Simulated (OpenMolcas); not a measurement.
# Ru⁵⁺ among point charges: CASSCF and CASPT2 levels and susceptibility

How does a field of 5 point charges split the states of Ru⁵⁺, and what χT follows?

The numbers are computed with OpenMolcas 26.06 (state-averaged CASSCF and CASPT2, spin-orbit coupling by RASSI with atomic mean-field integrals), except any that are marked as measured or tabulated.

**1. What is computed**

* Species: Ru⁵⁺ (ruthenium, Z = 44, 39 electrons)
* Basis: ANO-RCC-VDZP [6s5p3d1f], 43 functions
* Scalar Hamiltonian: DKH2, point nucleus
* Inactive shells: 1s 2s 2p 3s 3p 3d 4s 4p
* Active space: 3 electrons in 5 orbitals (4d)
* Some configurations of this space: 4d3
* Orbitals: optimised for each spin and parity, averaged over all roots

Outer shells as boxes (Hund's rule):

4d3
```
4d [↑ ][↑ ][↑ ][  ][  ]
```

The ion sits among 5 point charges of -2 e arranged as a square pyramid (C4v), 2.42 Å from the ion, with the axial distance 2.638 Å.

The work runs as a chain of OpenMolcas steps in one folder; each step below is one input file. Labels, J, g values, rates, χT and fits are worked out afterwards by a script from the matrices that RASSI stores.

**2. Basis and integrals**

Contents of a.inp:

```
&GATEWAY
Coord
1

Ru 0.0 0.0 0.0
Basis=ANO-RCC-VDZP
Group=NoSym
NoMove
AngMom=0.0 0.0 0.0
AMFI
XField
5 Angstrom 0
2.420000 0.000000 0.000000 -2.000000
0.000000 2.420000 0.000000 -2.000000
-2.420000 0.000000 0.000000 -2.000000
0.000000 -2.420000 0.000000 -2.000000
0.000000 0.000000 2.637800 -2.000000
&SEWARD
```

**3. Reference wave functions, quartets, 10 roots**

Contents of a.inp:

```
&RASSCF
FileOrb=start.orb
Symmetry=1
Spin=4
nActEl=3 0 0
Inactive=18
Ras2=5
CIRoot=10 10 1
SDav=10
CIMx=300
Iter=120 100
PrWF=0.3
OrbListing=Nothing
MaxOrb=0
>>> COPY $Project.JobIph JOB001
```

start.orb holds the contracted functions of the basis, ordered by shell, or the orbitals of the step before.

**4. Reference wave functions, doublets, 40 roots**

Contents of a.inp:

```
&RASSCF
FileOrb=start.orb
Symmetry=1
Spin=2
nActEl=3 0 0
Inactive=18
Ras2=5
CIRoot=40 40 1
SDav=40
CIMx=300
Iter=120 100
PrWF=0.3
OrbListing=Nothing
MaxOrb=0
>>> COPY $Project.JobIph JOB002
```

**5. State interaction with spin-orbit coupling**

Contents of a.inp:

```
&RASSI
NrOfJobIphs=2 10 40
1 2 3 4 5 6 7 8 9 10
1 2 3 4 5 6 7 8 9 10 11 12 13 14 15 16 17 18 19 20 21 22 23 24 25 26 27
28 29 30 31 32 33 34 35 36 37 38 39 40
IphNames
JOB001
JOB002
EJob
SpinOrbit
DIPRint=1.0
SOCoupling=1000.0
Subsets=2
Property=9
'ANGMOM' 1 'ANGMOM' 2 'ANGMOM' 3 'MLTPL  1' 1 'MLTPL  1' 2 'MLTPL  1' 3
'AMFI' 1 'AMFI' 2 'AMFI' 3
SOProperty=3
'ANGMOM' 1 'ANGMOM' 2 'ANGMOM' 3
```

**6. CASPT2: IPEA 0.25, imaginary shift 0.1 (closed shells correlated: 4s 4p)**

Contents of a.inp:

```
>>> COPY JOB001 $Project.JobIph
&CASPT2
Multistate=10 1 2 3 4 5 6 7 8 9 10
NoMult
Frozen=14
IPEA=0.25
Imaginary=0.1
MaxIter=60
WThr=0.0 0.3 0.05
PrWF=0.5
NoMix
>>> COPY JOB002 $Project.JobIph
&CASPT2
Multistate=40 1 2 3 4 5 6 7 8 9 10 11 12 13 14 15 16 17 18 19 20 21 22
23 24 25 26 27 28 29 30 31 32 33 34 35 36 37 38 39 40
NoMult
Frozen=14
IPEA=0.25
Imaginary=0.1
MaxIter=60
WThr=0.0 0.3 0.05
PrWF=0.5
NoMix
```

(Steps that only read results are left out.)

What does the calculation give? Wanted: spin-free ground state; first state of the same spin within the active space; lowest level; next level.

**Answer**, as computed:

| quantity | value |
| --- | --- |
| method | SS-CASPT2, IPEA 0.25, imaginary shift 0.1 (closed shells correlated: 4s 4p) |
| spin-free ground state | quartet, 2-fold in its orbital part |
| first state of the same spin within the active space | quartet at 56.5 cm⁻¹ |
| lowest level | 2-fold, g = 0.15, 1.30, 1.30 |
| next level | 1052.4 cm⁻¹ |
| χT at 300 K | 0.19 cm³ K/mol |
| effective moment at 300 K | 1.25 μB |

Cost by method:

```csv
method,time of its own steps,time with the reference
A. CASSCF,7.7 s,7.7 s
"B. SS-CASPT2, IPEA 0.25, imaginary shift 0.1, +4s 4p",3.5 s,11 s
```

Times are of one thread on a shared host.

In words: The spin-free ground state (quartet) comes to 99 % from free-ion F terms and keeps the highest spin of the shell. χT at 300 K is 0.19, against 1.88 cm³ K/mol for the spin alone, so spin-orbit coupling lowers it. The field of point charges can differ much from that of real complexes. Point charges carry no covalency, so the field is a model and not that of real ligands.
